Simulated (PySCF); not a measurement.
# BiH4O2 (Bi(H2O)23+): the cost of one run

Computed with PySCF 2.14.0. Level: PBE0, Bi def2-SVP with ECP60, O def2-SVP, H def2-SVP; scalar-relativistic core potentials, no spin–orbit coupling.

1 further run of the same task is left out (for a known fault of the program).

## (1) Where the work starts

7 atoms, charge 3, spin multiplicity 1.

Bond lengths: Bi1–O2 2.214 Å, Bi1–O5 2.214 Å, O2–H3 1.000 Å, O2–H4 0.997 Å, O5–H6 1.000 Å, O5–H7 0.996 Å. Angles: O2–Bi1–O5 96.8°, Bi1–O2–H3 123.4°, Bi1–O2–H4 130.8°, H3–O2–H4 105.8°, Bi1–O5–H6 123.4°, Bi1–O5–H7 130.8°, H6–O5–H7 105.8°.

Geometry (Å):

```xyz
7
BiH4O2
Bi    1.2505   -0.3484    0.0167
O    -0.1396    0.1961    1.6517
H     0.1288    0.2284    2.6147
H    -1.1062    0.4387    1.6309
O    -0.1659   -0.0154   -1.6519
H     0.0597   -0.1923   -2.6094
H    -1.1024    0.3248   -1.6527
```

Formal oxidation states: Bi +3. An earlier session relaxed this geometry at PBE0, Bi def2-SVP with ECP60, O def2-SVP, H def2-SVP (singlet, point group C2).

Its energy there is -365.793540 Eh.

## (2) One electron removed, multiplicity 2

Input file run.py (the lines that set the calculation):

```python
mol = gto.M(atom='''
Bi     1.25048    -0.34840     0.01666
O     -0.13959     0.19607     1.65170
H      0.12875     0.22837     2.61471
H     -1.10618     0.43867     1.63088
O     -0.16595    -0.01540    -1.65186
H      0.05974    -0.19225    -2.60943
H     -1.10242     0.32484    -1.65266''',
    basis={'Bi': 'def2-SVP', 'O': 'def2-SVP', 'H': 'def2-SVP'},
    ecp={'Bi': 'def2-SVP'},
    charge=4, spin=1)
mf = dft.UKS(mol, xc='PBE0')
mf.grids.atom_grid = (50, 194)
mf = mf.density_fit()  # fitting sets: Bi def2-universal-JKFIT, O def2-universal-JKFIT, H def2-universal-JKFIT
mf.conv_tol = 1e-08; mf.max_cycle = 55
mf.kernel(dm0)  # dm0: the density of the relaxed state
```

Command:

```sh
> OMP_NUM_THREADS=2 python run.py
```

**Question.** How long does this run take on 2 threads of Intel Xeon Platinum 8488C (Sapphire Rapids), shared host?

About 1.5 s.
